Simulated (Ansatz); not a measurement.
Task: a projected density of states of KNaMg2F6, space group Fm-3m, with Ansatz 0.2.0 through its Python package. Give the script and its output. Use: PBEsol, PAW, the default cutoff (420 eV here), 2×2×2 k-points, fixed occupations.

`knamg2f6.vasp`
```text
KNaMg2F6
1.0
   0.00000000    4.00755100    4.00755100
   4.00755100    0.00000000    4.00755100
   4.00755100    4.00755100    0.00000000
K Na Mg F
1 1 2 6
Direct
   0.00000000    0.00000000    0.00000000
   0.50000000    0.50000000    0.50000000
   0.25000000    0.25000000    0.25000000
   0.75000000    0.75000000    0.75000000
   0.50000000    0.50000000    0.00000000
   0.00000000    0.00000000    0.50000000
   0.50000000    0.00000000    0.50000000
   0.00000000    0.50000000    0.00000000
   0.00000000    0.50000000    0.50000000
   0.50000000    0.00000000    0.00000000
```

Script `pdos_knamg2f6.py`:
```python
'''Projected density of states of KNaMg2F6.'''

import ansatz
from ase.io import read
import numpy as np

XC = 'pbesol'
SMEARING = 'fixed'
TOLERANCE = 1e-09
MAX_SCF = 60
N_EMPTY = 12

atoms = read('knamg2f6.vasp', format='vasp')
structure = ansatz.Crystal.from_ase(atoms)

model = (
    structure.calculation()
    .functional(XC)
    .kpoints(2, center='monkhorst-pack')
    .occupations(SMEARING)
    .scf(tolerance=TOLERANCE, max_iterations=MAX_SCF, extra_bands=N_EMPTY)
    .eigensolver('davidson', full_accuracy=True)
    .accuracy('medium')
    .density_of_states(projected=True, method='smearing', broadening_width=0.15, energy_step=0.1)
)
out = model.run(threads=1, pin='off')
r = out.report

dos = out.density_of_states()
energy = np.asarray(dos.energies_ev) - dos.fermi_ev
curves = {}
for site in out.projected_density_of_states().sites:
    for shell in site.shells:
        weight = sum(np.sum(curve.g_bin_mean_per_ev, axis=0) for curve in shell.curves)
        name = f'{site.species} {shell.label}'
        curves[name] = curves.get(name, 0) + weight

print('E-EF   ' + ' '.join(f'{name:>8s}' for name in curves))
for e in np.arange(-10, 4 + 0.1, 1.0):
    print(f'{e:5.1f}  ' + ' '.join(f'{np.interp(e, energy, g):8.3f}' for g in curves.values()))
```

```console
$ python pdos_knamg2f6.py
DeckWarning: basis.ecutwfc = 420 eV, auto-derived from the records' recommended cutoffs: set by K (normal level)
DeckWarning: crystal.symmetry: narrowed to the stabiliser of the k-point mesh — unitary ops 48 → 12; excluded 36 operations that carry a point of the 2×2×2 mesh (shift [0.5, 0.5, 0.5]) off the mesh (the run samples exactly the mesh kpoints.mp_grid names, as under crystal.symmetry.detect: false, and its converged state has the mesh's symmetry, not the crystal's; ε∞, the Born charges and the force constants of a linear response (`dielectric:` by the response, `phonons.method: dfpt`) are averaged [...]
E-EF       K 3S     K 4S     K 3P    Na 2S    Na 3S    Na 2P    Mg 2S    Mg 3S    Mg 2P     F 2S     F 2P
-10.0     0.000    0.000    0.000    0.000    0.000    0.000    0.000    0.000    0.000    0.000    0.000
 -9.0     0.000    0.000   17.970    0.000    0.012    0.000    0.000    0.023    0.000    0.045    0.266
 -8.0     0.000    0.000    0.000    0.000    0.000    0.000    0.000    0.000    0.000    0.000    0.000
 -7.0     0.000    0.000    0.000    0.000    0.000    0.000    0.000    0.000    0.000    0.000    0.000
 -6.0     0.000    0.000    0.000    0.000    0.000    0.000    0.000    0.000    0.000    0.000    0.000
 -5.0     0.000    0.000    0.000    0.000    0.000    0.000    0.000    0.000    0.000    0.000    0.000
 -4.0     0.000    0.000    0.000    0.000    0.000    0.000    0.000    0.000    0.000    0.000    0.000
 -3.0     0.000    0.003    0.000    0.000    0.006    0.000    0.003    0.477    0.001    0.045    4.368
 -2.0     0.001    0.037    0.020    0.000    0.196    0.001    0.000    0.016    0.003    0.015   11.158
 -1.0     0.000    0.011    0.052    0.000    0.008    0.001    0.000    0.006    0.000    0.006   11.968
  0.0     0.000    0.000    0.002    0.000    0.000    0.000    0.000    0.000    0.000    0.001    9.458
  1.0     0.000    0.000    0.000    0.000    0.000    0.000    0.000    0.000    0.000    0.000    0.000
  2.0     0.000    0.000    0.000    0.000    0.000    0.000    0.000    0.000    0.000    0.000    0.000
  3.0     0.000    0.000    0.000    0.000    0.000    0.000    0.000    0.000    0.000    0.000    0.000
  4.0     0.000    0.000    0.000    0.000    0.000    0.000    0.000    0.000    0.000    0.000    0.000
```
(Warnings from the package without file and line, shortened.)

Reading the output:
- These settings explore the input space; cutoff and mesh may be short of convergence.
- Semilocal gaps usually lie well under measured ones.
- With fixed filling the reported Fermi level is the top filled level among the k-points of the SCF.
- The k-point mesh is coarse, and energy and stress weren't tested for convergence.
- The empty d shell of the heavier alkali and alkaline-earth atoms, which makes much of a conduction band, may have no channel.
- The crystal has a gap of about 7.01 eV on the mesh; any density of states at or just above the Fermi level is the tail of the broadening.
- The structure comes from a database of computed cells and needn't be a stable or known phase.
- Curves are summed over the cell's atoms. Only shells that the potentials hold have channels, so projections don't add up to the total, least of all where a shell is missing (p of most metals); heights and places of peaks move with the mesh.
- The density of states is complete only as far up as bands were computed.
- It ran for 3.2 s on 1 thread of Arm Neoverse V2, with other jobs on the host, peak memory 0.43 GiB.

(Lines on the test bed's own set-up are left out of the output.)
